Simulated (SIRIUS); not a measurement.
Write the native input for SIRIUS 7.10.0 that does the following.

| Item | Value |
| --- | --- |
| Task | single point |
| Functional | PBE |
| Potentials or basis | PseudoDojo 0.4.1 PBE standard (scalar relativistic) |
| Cutoff | 1152 eV |
| Density cutoff | 4606 eV |
| k mesh | 9 × 9 × 9 |
| Occupations | fermi-dirac, width 0.05 eV |
| Spin | no spin polarisation |
| Libxc names | ["XC_GGA_X_PBE", "XC_GGA_C_PBE"] |
| Energy tol | 1e-08 Ha |
| Density tol | 1e-06 |
| Mixer | anderson |
| Mixing beta | 0.7 |
| Max scf | 100 |
| Radial cutoff for the potentials' integrals | 6.5 bohr |

Crystal: Ge2N.

```
Ge N
1.0
    -2.10857    2.10857    2.70170
     2.10857   -2.10857    2.70170
     2.10857    2.10857   -2.70170
Ge N
2 1
Direct
  0.00000 0.50000 0.50000
  0.50000 0.00000 0.50000
  0.50000 0.50000 0.00000
```

The cell was built by a generator and needn't be a form met in nature.

These files were run (other wordings do the same):

sirius.json

```json
{
  "control": {
    "processing_unit": "cpu",
    "verbosity": 2,
    "num_bands_to_print": 25,
    "print_forces": true,
    "print_stress": true
  },
  "parameters": {
    "electronic_structure_method": "pseudopotential",
    "xc_functionals": ["XC_GGA_X_PBE", "XC_GGA_C_PBE"],
    "gk_cutoff": 9.2,
    "pw_cutoff": 18.4,
    "ngridk": [9, 9, 9],
    "shiftk": [0, 0, 0],
    "smearing": "fermi_dirac",
    "smearing_width": 0.0018374661,
    "num_bands": 25,
    "num_mag_dims": 0,
    "num_dft_iter": 100,
    "energy_tol": 1e-08,
    "density_tol": 1e-06
  },
  "iterative_solver": {
    "type": "davidson",
    "min_tolerance": 1e-09,
    "tolerance_scale": [0.1, 0.25]
  },
  "mixer": {
    "type": "anderson",
    "beta": 0.7,
    "max_history": 8
  },
  "settings": {
    "tol_ne": 1e-10,
    "pseudo_grid_cutoff": 6.5
  },
  "unit_cell": {
    "lattice_vectors": [
      [-3.984619814602, 3.984619814602, 5.105473070901],
      [3.984619814602, -3.984619814602, 5.105473070901],
      [3.984619814602, 3.984619814602, -5.105473070901]
    ],
    "atom_coordinate_units": "lattice",
    "atom_types": ["Ge", "N"],
    "atom_files": {
      "Ge": "Ge.json",
      "N": "N.json"
    },
    "atoms": {
      "Ge": [
        [0.0, 0.5, 0.5],
        [0.5, 0.0, 0.5]
      ],
      "N": [
        [0.5, 0.5, 0.0]
      ]
    }
  }
}
```

Potentials or basis: PseudoDojo 0.4.1 PBE standard (scalar relativistic).

The run is started by

```bash
$ upf_to_json Ge.upf
$ upf_to_json N.upf
$ OMP_NUM_THREADS=1 sirius.scf --input=sirius.json --output=out.json --task=0
```

It gave:

```json
{"Pressure": "0.1 GPa", "Band gap on the k mesh": "none (metal or under the smearing width)"}
```

It took 2.6 min on 1 thread of Arm Neoverse V2 (shared host), peak memory 0.79 GiB.
